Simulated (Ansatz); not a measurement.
# C2H11AlBNSi: the cost of one run

Program: Ansatz 0.2.0. Level of theory: RKS B3LYP-D4/def2-SVP. These are calculated values, not measurements.

**1. The starting structure**

Bond lengths (14 of 16 bonds, heavy atoms first): B1–C2 1.578 Å, C2–N3 1.485 Å, C2–Al4 2.059 Å, C2–C5 1.536 Å, C5–Si6 1.909 Å, B1–H7 1.211 Å, B1–H8 1.143 Å, N3–H9 0.990 Å, N3–H10 1.065 Å, Al4–H11 1.607 Å, Al4–H12 1.560 Å, C5–H13 1.099 Å, C5–H14 1.078 Å, Si6–H15 1.478 Å. Angles (14 of 27 angles, heavy atoms first): B1–C2–N3 110.6°, B1–C2–Al4 105.8°, B1–C2–C5 112.0°, N3–C2–Al4 110.5°, N3–C2–C5 110.6°, Al4–C2–C5 107.2°, C2–C5–Si6 114.6°, C2–B1–H7 117.9°, C2–B1–H8 121.9°, C2–N3–H9 108.2°, C2–N3–H10 105.5°, C2–Al4–H11 117.5°, C2–Al4–H12 119.6°, C2–C5–H13 110.4°.

Structure file:

```xyz
17

B    -1.3978   -1.0205    0.3468
C    -0.0414   -0.4964   -0.2654
N    -0.2592    0.0451   -1.6310
Al    1.2132   -2.1272   -0.3278
C     0.6268    0.5559    0.6327
Si   -0.2980    2.2227    0.7288
H    -2.4175   -0.8135   -0.2733
H    -1.4679   -1.4054    1.4210
H    -0.6013   -0.6867   -2.2029
H     0.7056    0.3238   -1.9843
H     1.4725   -2.9170    1.0470
H     1.7398   -2.6412   -1.7034
H     0.6721    0.1996    1.6715
H     1.6228    0.7987    0.2982
H    -1.6508    1.9791    1.2722
H    -0.3833    2.8238   -0.5983
H     0.4454    3.1589    1.6086
```

**2. Relaxing end A**

The input, input.yaml:

```yaml
crystal:
  periodic: [false, false, false]
  atoms:
    - { symbol: B, position_ang: [-1.3978, -1.0205, 0.3468] }
    - { symbol: C, position_ang: [-0.0414, -0.4964, -0.2654] }
    - { symbol: "N", position_ang: [-0.2592, 0.0451, -1.631] }
    - { symbol: Al, position_ang: [1.2132, -2.1272, -0.3278] }
    - { symbol: C, position_ang: [0.6268, 0.5559, 0.6327] }
    - { symbol: Si, position_ang: [-0.298, 2.2227, 0.7288] }
    - { symbol: H, position_ang: [-2.4175, -0.8135, -0.2733] }
    - { symbol: H, position_ang: [-1.4679, -1.4054, 1.421] }
    - { symbol: H, position_ang: [-0.6013, -0.6867, -2.2029] }
    - { symbol: H, position_ang: [0.7056, 0.3238, -1.9843] }
    - { symbol: H, position_ang: [1.4725, -2.917, 1.047] }
    - { symbol: H, position_ang: [1.7398, -2.6412, -1.7034] }
    - { symbol: H, position_ang: [0.6721, 0.1996, 1.6715] }
    - { symbol: H, position_ang: [1.6228, 0.7987, 0.2982] }
    - { symbol: H, position_ang: [-1.6508, 1.9791, 1.2722] }
    - { symbol: H, position_ang: [-0.3833, 2.8238, -0.5983] }
    - { symbol: H, position_ang: [0.4454, 3.1589, 1.6086] }
basis:
  gaussian: { orbitals: def2-SVP }
hamiltonian:
  xc: b3lyp
  dispersion: d4
relax:
  f_tol: 0.015
  max_steps: 40
```

Command:

```
ansatz run input.yaml --threads 2 --pin off --max-ram 3072MiB --backend cpu --events-out ev --progress --plain --runs-dir out
```

What time and memory should one allow on 2 threads of Intel Xeon 6975P-C (Granite Rapids), shared host?

About 2.2 min, with a peak of 0.46 GiB.
